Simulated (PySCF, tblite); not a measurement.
# C₃H₁₂N₂OSi₃: geometry, infrared bands and NMR shifts

What infrared bands and NMR shifts should C₃H₁₂N₂OSi₃ (`CN[SiH2]O[Si@H]1C=C[SiH2]N1`) show?

Computed with tblite 0.8.0 and PySCF 2.14.0, with density-fitted response routines of our own, on a single molecule in the gas phase. Atoms count from 0, in the outputs and in this text.

## 1. The molecule as given

21 atoms, charge 0, multiplicity 1; geometry from: force field or distance geometry start.

Bonds of the start (Å): C0–N1 1.39, N1–Si2 1.72, Si2–O3 1.69, O3–Si4 1.70, Si4–C5 1.86, C5–C6 1.32, C6–Si7 1.83, Si7–N8 1.79, N8–Si4 1.82, C0–H9 1.11, C0–H10 1.11, C0–H11 1.13, N1–H12 1.03, Si2–H13 1.50, Si2–H14 1.49, Si4–H15 1.46, C5–H16 1.08, C6–H17 1.10, Si7–H18 1.46, Si7–H19 1.49, N8–H20 1.04.

## 2. Relaxing the molecule with GFN2-xTB

The job: settings as JSON, then the geometry in Å.

```
{"job": {"kind": "relax", "xc": "GFN2-xTB", "basis": "xTB"}, "charge": 0, "multiplicity": 1}
C     -3.853500     0.324200     0.547100
N     -2.614400    -0.298400     0.408500
Si    -1.766600    -0.208900    -1.090100
O     -0.166300    -0.735600    -1.125800
Si     0.865900     0.010000    -0.002900
C      1.987500    -1.329600     0.623300
C      3.217300    -0.875300     0.774100
Si     3.422900     0.887600     0.330500
N      2.075900     1.090500    -0.830700
H     -3.706300     1.419200     0.694400
H     -4.552200    -0.080700     1.307700
H     -4.407200     0.215400    -0.434500
H     -2.275000    -0.896500     1.169400
H     -2.500100    -1.078700    -2.060800
H     -1.940400     1.169100    -1.636300
H      0.194800     0.710100     1.093700
H      1.666100    -2.340400     0.841500
H      4.043100    -1.509200     1.143000
H      4.720600     1.176200    -0.271100
H      3.203800     1.702800     1.555200
H      2.375000     0.665000    -1.727400
```

Started as:

```console
> OMP_NUM_THREADS=1 python probes_run.py task.json out
```

This one command runs all jobs of the session in turn.

**Question.** This job is followed by: GFN2-xTB harmonic vibrations, gas phase; GIAO PBE0/pcSseg-1 NMR shielding, non-relativistic, gas phase. Predict these results of the whole session: strongest single infrared mode (GFN2-xTB); zero-point energy (GFN2-xTB); 13C shifts against TMS (PBE0/pcSseg-1); 1H shifts against TMS (PBE0/pcSseg-1, means over atoms taken as alike); 15N shifts against NH3 (PBE0/pcSseg-1); 29Si shifts against TMS (PBE0/pcSseg-1); 17O shifts against H2O (PBE0/pcSseg-1).

The runs gave:

| quantity | value |
| --- | --- |
| strongest single infrared mode (GFN2-xTB) | 1051 cm⁻¹, 810 km/mol |
| zero-point energy (GFN2-xTB) | 92.1 kcal/mol |
| 13C shifts against TMS (PBE0/pcSseg-1) | 157.7, 156.2, 27.9 ppm |
| 1H shifts against TMS (PBE0/pcSseg-1, means over atoms taken as alike) | 7.42, 7.31, 5.32, 5.27, 5.23, 5.13, 5.07, 2.72, 0.46, 0.08 ppm |
| 15N shifts against NH3 (PBE0/pcSseg-1) | 26.2, 18.3 ppm |
| 29Si shifts against TMS (PBE0/pcSseg-1) | -27.6, -35.1, -35.7 ppm |
| 17O shifts against H2O (PBE0/pcSseg-1) | 77.7 ppm |

Relaxing lowered the energy by 1.263 eV in 249 steps; the close pair that moved most is Si4–N8, from 1.821 to 1.731 Å. All 57 modes are real, so the xTB geometry is a minimum. The strongest single mode, at 1051 cm⁻¹, moves mainly O3. GFN2-xTB is a fitted tight-binding method: band positions and strengths are rough. Its intensities can rank the bands wrongly.
